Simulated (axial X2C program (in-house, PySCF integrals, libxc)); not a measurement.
# CsP⁺: EOM-IP-CCSD levels

Wanted for CsP⁺: EOM-IP-CCSD levels, at the two-component level.

Computed with an in-house X2C program for linear molecules on PySCF integrals. Level: two-component X2C with atomic mean-field terms, Cs dyall-cv3z, P dyall-v3z.

All values are calculated.

**1. The job**

Contents of task.json:

```json
{"zs": [55, 15], "q": 1, "bas": ["dyall-cv3z", "dyall-v3z"], "r0": 3.11, "eom": "ip", "rq": 0, "thr": -2.0, "nmax": 95, "grid": [1, 0.96, 1.045, 0.92, 1.09, 1.15]}
```

Keys: zs atomic numbers; q charge; bas basis sets; r0 starting distance in Å; eom kind of EOM run; thr threshold in hartree for freezing inner shells (an s shell follows its p shell); nmax most natural virtual spinors; grid distances as factors.

On the command line:

```sh
> python soeom.py task.json out
```

The runs that follow: EOM-IP-CCSD at 3.276 Å.

**Question.** What will these runs give? Wanted: next root led by one particle; T1 of the reference.

The runs gave:

| quantity | value |
| --- | --- |
| lowest root at 3.276 Å | Ω = 1/2, 5.574 eV |
| next root led by one particle | Ω = 1/2, about 6180 cm⁻¹ higher |
| T1 of the reference | 0.009 |

Removing an electron from the reference determinant of CsP costs 5.57 eV and empties a spinor of 86% P pσ. The closed-shell reference lies 0.92 eV above the lowest determinant found, so these energies count from an excited configuration. Errors of 0.1 to 0.3 eV are usual at this size, and roots led by higher excitations are left out, so the list is incomplete, and low states of that kind can be missing. T1 or the largest double amplitude of the reference is raised, which lowers the reliability.
